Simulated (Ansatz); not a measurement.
# LuTa2: what a guessed cell relaxes into

The task: take a trial cell of LuTa2 to zero force and stress.

Computed with Ansatz 0.2.0 (DFT PBE, scalar-relativistic, plane waves, PAW, unless a step's input says otherwise).

## (1) Starting point

Symmetry: P4/nmm, No. 129, tetragonal system. The conventional cell has a = 3.755 Å, b = 3.755 Å, c = 7.605 Å, α = 90.00°, β = 90.00°, γ = 90.00°. Lu (site symmetry 4mm) has 9 Ta at 2.72 to 2.79 Å as nearest neighbours. Around Ta (site symmetry -4m2) lie 4 Ta at 2.66 Å and 4 Lu at 2.79 Å. Ta (site symmetry 4mm) is surrounded by 5 Lu at 2.72 to 2.76 Å.

Structure file:

```cif
data_structure
_symmetry_space_group_name_H-M 'P 1'
_symmetry_Int_Tables_number 1
_cell_length_a 3.7553
_cell_length_b 3.7553
_cell_length_c 7.6054
_cell_angle_alpha 90.000
_cell_angle_beta 90.000
_cell_angle_gamma 90.000
_cell_volume 107.26
loop_
_atom_site_label
_atom_site_type_symbol
_atom_site_fract_x
_atom_site_fract_y
_atom_site_fract_z
_atom_site_occupancy
Lu1 Lu 0.00000 0.50000 0.72849 1
Lu2 Lu 0.50000 0.00000 0.27151 1
Ta1 Ta 0.00000 0.00000 0.00000 1
Ta2 Ta 0.50000 0.50000 0.00000 1
Ta3 Ta 0.00000 0.50000 0.37093 1
Ta4 Ta 0.50000 0.00000 0.62907 1
```

Recipe of the guess: species swapped into a database cell of SmTe2 (P4/nmm, No. 129), with Lu on the Sm sites and Ta on the Te sites. The dimensions are guesses.

## (2) A first look at the guess

Input file input.yaml:

```yaml
crystal:
  lattice:
    - [3.75534399, 0.0, 0.0]
    - [0.0, 3.75534399, 0.0]
    - [0.0, 0.0, 7.60535582]
  atoms:
    - { symbol: Lu, position: [0.0, 0.5, 0.72849029] }
    - { symbol: Lu, position: [0.5, 0.0, 0.27150971] }
    - { symbol: Ta, position: [0.0, 0.0, 0.0] }
    - { symbol: Ta, position: [0.5, 0.5, 0.0] }
    - { symbol: Ta, position: [0.0, 0.5, 0.37092763] }
    - { symbol: Ta, position: [0.5, 0.0, 0.62907237] }
basis:
  ecutwfc: 420
kpoints:
  mp_grid: { grid: [4, 4, 2] }
hamiltonian:
  xc: pbe
scf:
  occupations: { method: gaussian, width: 0.1 }
  lower_state_search: "off"
output:
  forces: true
  stress: true
  eigenvalues: true
```

The run is started by

```bash
ansatz run input.yaml --threads 1 --pin off --max-ram 2560MiB --backend cpu --events-out ev --progress --plain --runs-dir out
```

Further runs follow: a loose first relaxation; final relaxation.

Before running it: what results should come out? Wanted: conventional cell; volume; energy over the elements; gap on the mesh.

The runs gave:

| quantity | value |
| --- | --- |
| symmetry at the end (tolerance 0.05 Å) | space group P4/nmm (No. 129) |
| conventional cell | a = 3.709 Å, b = 3.709 Å, c = 10.246 Å, α = 90.00°, β = 90.00°, γ = 90.00° |
| volume | 23.49 Å³/atom |
| energy over the elements | +0.66 eV/atom |
| gap on the mesh | none (metal) |

In words: The space group P4/nmm (No. 129) is kept, and the volume per atom grows by 31.4 % from the first guess. With a positive formation energy it can't be a ground state. No finished test with a distortion of lower symmetry is shown, so the end may be a saddle point. The runs treat Lu, Ta without spin-orbit coupling.
